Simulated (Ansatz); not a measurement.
# BrClGe: the cost of one run

Program: Ansatz 0.2.0. Level of theory: RKS PBE0-D4/def2-SVPD. These are calculated values, not measurements.

1 further run of the same task is left out (set aside as unsound or not needed).

### 1 The starting structure

SMILES `[Cl][Ge][Br]`, 3 atoms, charge 0, spin multiplicity 1.

Atoms are counted from 1 here; the program's logs count them from 0.

Bond lengths: Cl1–Ge2 2.230 Å, Ge2–Br3 2.376 Å. Angles: Cl1–Ge2–Br3 101.2°.

As a file:

```xyz
3

Cl    0.4235    1.6942    0.4071
Ge   -0.8598    0.0889   -0.4576
Br    0.4254   -1.8478    0.0372
```

### 2 Relaxation

The input, input.yaml:

```yaml
crystal:
  periodic: [false, false, false]
  atoms:
    - { symbol: Cl, position_ang: [0.423517, 1.694208, 0.40714] }
    - { symbol: Ge, position_ang: [-0.859798, 0.088869, -0.457578] }
    - { symbol: Br, position_ang: [0.425381, -1.847777, 0.037239] }
basis:
  gaussian: { orbitals: def2-SVPD }
hamiltonian:
  xc: pbe0
  dispersion: d4
output:
  forces: true
relax:
  f_tol: 0.003
  max_steps: 120
```

Launch:

```bash
$ ansatz run input.yaml --threads 1 --pin off --max-ram 2560MiB --backend cpu --events-out ev --progress --plain --runs-dir out
```

**Question.** How long does this run take on 1 thread of Arm Neoverse N1, shared host, and how much memory does it need?

About 41 s, with a peak of 0.25 GiB.
